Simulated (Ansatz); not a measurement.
# SiGeNH+ (doublet): from Hartree-Fock to the top rungs, cc-pVTZ

The task here is to estimate one member of a computed series from the others.

Computed with Ansatz 0.2.0, Gaussian basis. Level: cc-pVTZ, core rule «outside noble gas», up to 20 orbitals frozen.

The runs, in order: UHF; CCSD(T) on ROHF; CCSD(T) on UHF; BCCD(T) on ROHF; CCSDT(Q) on ROHF; CCSDT(Q) on UHF.

4 further runs of the same task are left out: 4 set aside as unsound or not needed.

**What is computed**

The geometry is a PBE0/def2-TZVP stationary point (not a proven minimum) of the parent state, kept for this charge and spin. No spin-orbit coupling is included. The filled d shell of Ge may be among the frozen orbitals whatever the setting's name suggests; the logs give the count.

4 atoms, charge 1, spin multiplicity 2.

Atoms are counted from 1 here; the program's logs count them from 0.

Bond lengths: N1–Ge2 1.653 Å, Ge2–Si3 2.369 Å, Si3–H4 1.525 Å. Angles: N1–Ge2–Si3 174.0°, Ge2–Si3–H4 86.6°.

The first run:

in.yaml reads:

```yaml
crystal:
  periodic: [false, false, false]
  atoms:
    - {symbol: N, position_ang: [0.000000, -0.044346, 2.045710]}
    - {symbol: Ge, position_ang: [0.000000, 0.031018, 0.394534]}
    - {symbol: Si, position_ang: [0.000000, -0.108917, -1.969969]}
    - {symbol: H, position_ang: [0.000000, 1.415715, -1.969401]}
basis:
  gaussian: {orbitals: cc-pVTZ}
total_charge: 1
magnetization: {spin_polarized: true, initial_magnetization: 1}
hamiltonian: {xc: hf}
output: {orbitals: {seedname: orbitals}}
```

Run with:

```bash
$ ansatz run in.yaml --threads 1 --pin off --events-out ev --progress --plain --max-ram 4096MiB --backend cpu
```

Among the steps run: UHF; CCSD(T) on ROHF; CCSD(T) on UHF; BCCD(T) on ROHF; CCSDT(Q) on ROHF; CCSDT(Q) on UHF.

One of the session's tables, all rows but one given; the rest of the session is left out.

It belongs to the step «Misses and costs». 

| method | from RCCSDT(Q) (meV) |
| --- | --- |
| ROHF | +11220.7 |
| UHF | +10435.4 |
| RMP2 | +1654.1 |
| UMP2 | +2428.9 |
| RCCSD | +764.1 |
| UCCSD | +760.7 |
| RCCSD(T) | ? |
| UCCSD(T) | +191.9 |
| BCCD(T) | +138.4 |
| RCCSDT | +69.4 |
| UCCSDT | +65.7 |
| RCCSDT(Q) | 0 |
| UCCSDT(Q) | -24.2 |

Estimate the missing values for RCCSD(T).

As computed: from RCCSDT(Q) (meV): +135.5. In the column «from RCCSDT(Q) (meV)» it lies between RCCSDT (+69.4) and BCCD(T) (+138.4).

To keep in mind: The determinant is far from a pure spin state, so its energy mixes those of several spin states (harmless only where they are near-degenerate, as at dissociation). Warnings: spin contamination; coupled cluster took another determinant than the lowest. Restricted and unrestricted rows rest on different reference determinants; where their highest levels disagree by more than a few hundredths of an eV, they describe different states and don't form one ladder.
